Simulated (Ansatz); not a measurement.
# C₂HGa (triplet): the correlation ladder, cc-pVDZ

One table from this session's results is given with a row withheld; the runs are named, their logs left out.

The runs use Ansatz 0.2.0, Gaussian basis; cc-pVDZ, core rule «outside noble gas», up to 16 orbitals frozen.

Plan: UHF; CCSD(T) on ROHF; CCSD(T) on UHF; BCCD(T) on ROHF; CISD; CCSDT(Q) on ROHF; CCSDT(Q) on UHF; CASSCF and NEVPT2, 10 electrons in 10 orbitals.

26 further runs of the same task are left out: 3 for a known fault of the program, 7 that didn't finish, 16 set aside as unsound or not needed.

## What is computed

The geometry is a PBE0/def2-TZVP stationary point (not a proven minimum). No spin-orbit coupling is included. The filled d shell of Ga may be among the frozen orbitals whatever the setting's name suggests; the logs give the count.

4 atoms, charge 0, spin multiplicity 3.

Atoms are counted from 1 here; the program's logs count them from 0.

Bond lengths: C1–C2 1.234 Å, C2–Ga3 1.932 Å, Ga3–H4 1.589 Å. Angles: C1–C2–Ga3 153.4°, C2–Ga3–H4 118.5°.

Set-up of the first run:

in.yaml

```yaml
crystal:
  periodic: [false, false, false]
  atoms:
    - {symbol: C, position_ang: [0.000000, -0.079629, 2.463328]}
    - {symbol: C, position_ang: [0.000000, 0.277658, 1.282178]}
    - {symbol: Ga, position_ang: [0.000000, -0.051396, -0.621976]}
    - {symbol: H, position_ang: [0.000000, 1.195550, -1.607336]}
basis:
  gaussian: {orbitals: cc-pVDZ}
magnetization: {spin_polarized: true, initial_magnetization: 2}
hamiltonian: {xc: hf}
output: {orbitals: {seedname: orbitals}}
```

The run is started by

```
ansatz run in.yaml --threads 1 --pin off --events-out ev --progress --plain --max-ram 2393MiB
```

Among the steps run: UHF; CCSD(T) on ROHF; CCSD(T) on UHF; BCCD(T) on ROHF; CISD; CCSDT(Q) on ROHF; CCSDT(Q) on UHF; CASSCF and NEVPT2, 10 electrons in 10 orbitals.

One of the session's tables, all rows but one given; the rest of the session is left out.

| method | from RCCSDT(Q) (kJ/mol) |
| --- | --- |
| ROHF | +829.2 |
| UHF | +774.0 |
| RMP2 | +111.2 |
| UMP2 | +172.6 |
| RCCSD | +45.9 |
| UCCSD | +45.0 |
| RCCSD(T) | +7.1 |
| UCCSD(T) | +10.3 |
| BCCD(T) | +7.1 |
| RCCSDT | +4.0 |
| UCCSDT | +3.3 |
| RCCSDT(Q) | 0 |
| UCCSDT(Q) | -0.7 |
| CASSCF frontier | ? |
| NEVPT2 frontier | +109.5 |

**Question.** Estimate the row for CASSCF frontier.

**Answer.** from RCCSDT(Q) (kJ/mol): +462.4. In the column «from RCCSDT(Q) (kJ/mol)» it lies between UMP2 (+172.6) and UHF (+774.0).

Among the levels timed on like hardware and quicker than the yardstick, those that no quicker one beats, quickest first: RCCSD(T) (14 s, +7.1 kJ/mol); BCCD(T) (14 s, +7.1 kJ/mol).

Not comparable, so not listed: CISD (they don't share determinant, frozen orbitals or solution with the rows shown, or repeat one).

To keep in mind: Restricted and unrestricted rows rest on different reference determinants; where their highest levels disagree by more than a few hundredths of an eV, they describe different states and don't form one ladder.
